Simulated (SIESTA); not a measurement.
Runs of SIESTA 5.4.2 on Rh. The cell holds a sheet with vacuum, 1 atom: a = 2.430 Å, b = 2.430 Å, c = 23.800 Å, α = 90.00°, β = 90.00°, γ = 93.94°. The cell was built by a generator and needn't be a form met in nature.

| potentials or basis | gap on the mesh (eV) | work function (eV) |
| --- | --- | --- |
| PseudoDojo 0.4 standard (PBE files), DZP (energy shift 0.003 Ry; two zetas on semicore shells) | none | 5.68 |
| PseudoDojo 0.4 standard (PBE files), TZDP (energy shift 0.003 Ry; two zetas on semicore shells) | none | (b) |
| PseudoDojo 0.4 standard (PBE files), TZP (energy shift 0.003 Ry; two zetas on semicore shells) | none | 5.61 |
| PseudoDojo 0.4 standard (PBE files), SZP (energy shift 0.003 Ry) | none | 5.96 |
| PseudoDojo 0.4 standard (PBE files), SZ (energy shift 0.003 Ry) | none | (a) |

Alike in all rows: task relaxation of the atoms; level PBE; no spin polarisation; cell atoms relaxed; k mesh 11 × 11 × 1; smearing fermi-dirac 0.05 eV; grid cutoff 800 Ry; energy shift 0.003 Ry.

**Question.** Fill in the values left out.

**Answer.** (a) 4.47; (b) 5.54.

Caveats: the relaxation stopped at its first step, so nothing moved; the basis of atomic orbitals isn't converged, which shifts pressures, moduli and gaps; the basis has no polarisation orbitals (some runs).

A k mesh can miss the band edges, and the runs leave out spin-orbit coupling on Rh.

A gap of «none» marks a metal or a gap under the smearing width.
